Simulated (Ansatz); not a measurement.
# Ti2C: how the settings move a single-point run

How sensitive is a single-point run of Ti2C to its settings? A reference run comes first, then one run with altered input.

Method: reference: DFT, LDA, PAW with Ansatz's default frozen-core files, scalar-relativistic, in Ansatz 0.2.0.

2 further runs of the same task are left out: 1 that didn't finish, 1 set aside as unsound or not needed.

## (1) Starting point

The structure is trigonal, space group R-3m (No. 166). Conventional cell: a = 2.885 Å, b = 2.885 Å, c = 10.707 Å, α = 90.00°, β = 90.00°, γ = 120.00°. Ti (site symmetry 3m) has 3 C at 1.94 Å as nearest neighbours. C (site symmetry -3m) has 6 Ti at 1.94 Å as nearest neighbours.

Coordinates:

```
CELL_PARAMETERS angstrom
1.44260 0.83289 3.56895
-1.44260 0.83289 3.56895
0.00000 -1.66577 3.56895
ATOMIC_POSITIONS crystal
Ti 0.25875 0.25875 0.25875
Ti 0.74125 0.74125 0.74125
C 0.50000 0.50000 0.50000
```

## (2) Reference

input.yaml

```yaml
crystal:
  lattice:
    - [1.4426034164, 0.8328874708, 3.5689454195]
    - [-1.4426034164, 0.8328874708, 3.5689454195]
    - [0.0, -1.6657749416, 3.5689454194]
  atoms:
    - { symbol: Ti, position: [0.2587507632, 0.2587507632, 0.2587507632] }
    - { symbol: Ti, position: [0.7412492368, 0.7412492368, 0.7412492368] }
    - { symbol: C, position: [0.5, 0.5, 0.5] }
kpoints:
  mp_grid: { grid: [14, 14, 14] }
  band_path:
    path:
      - [0.0, 0.0, 0.0]
      - [0.5, 0.5, 0.5]
      - [0.7970253952, 0.2029746048, 0.5]
      - [0.5, -0.2029746048, 0.2029746048]
      - [0.5, 0.0, 0.0]
      - [0.0, 0.0, 0.0]
      - [0.3514873024, -0.3514873024, 0.0]
      - [0.6485126976, 0.0, 0.3514873024]
      - [0.5, 0.0, 0.5]
    npoints: 6
scf:
  occupations: { method: fermi_dirac, width: 0.05 }
hamiltonian:
  xc: lda
  pseudopotentials: { kind: paw }
output:
  forces: true
  stress: true
  eigenvalues: true
  efg: { contact_densities: true }
  populations: true
```

Run with:

```bash
ansatz run input.yaml --threads 1 --pin off --max-ram 3072MiB --backend cpu --events-out ev --progress --plain --runs-dir out
```

## (3) Changed: ecutwfc 300 eV

input.yaml: that of step 2 with these lines changed.

```diff
@@ -34 +34,7 @@
   populations: true
+  write_density: true
+  write_potential: true
+  elf: true
+  volumetric_format: npy
+basis:
+  ecutwfc: "300 eV"
```

**Question.** What will these runs give? Wanted: for each run, ending; energy change; pressure; gap; force.

**Answer**, as computed:

| run | ending | energy change | pressure (GPa) | gap (eV) | force (eV/Å) | cycles | time |
| --- | --- | --- | --- | --- | --- | --- | --- |
| reference | converged | 0 | 107.3 | 0.00 | 0.00 | 6 | 11 s |
| 1: ecutwfc 300 eV | converged | +161.5 meV/atom | 105.3 | 0.00 | 0.12 | 6 | 10 s |

Times don't compare one to one where runs were asked for different outputs or read a saved state (see the inputs); cycles may leave out searches for a lower state.

Residual by cycle in the longest SCF loop of each run; runs are numbered as in the table. The quantity is the density residual dr2, in eV.

```
cycle  reference    run 1
    1     0.0166   0.0289
    2    0.00561  0.00874
    3     9.8e-4   5.2e-4
    4     2.2e-5   3.4e-5
    5     1.3e-6   4.2e-6
    6     8.4e-9   6.7e-8
```

**Reading.** Changing the cutoff moves the energy by +161.5 meV/atom, and the pressure goes from 107.3 to 105.3 GPa and the largest force goes from 0.00 to 0.12 eV/Å. The log warns that the cutoff is under what these potentials recommend, so the shift is basis error. Run 1 ran under the cutoff that the potentials recommend, as the log warns, so basis error is mixed into its values. The structure is not at rest: the sound run finds 107 GPa, so these are no properties of the relaxed crystal. The reference has no spin polarisation; with Ti present, a magnetic state may lie lower.
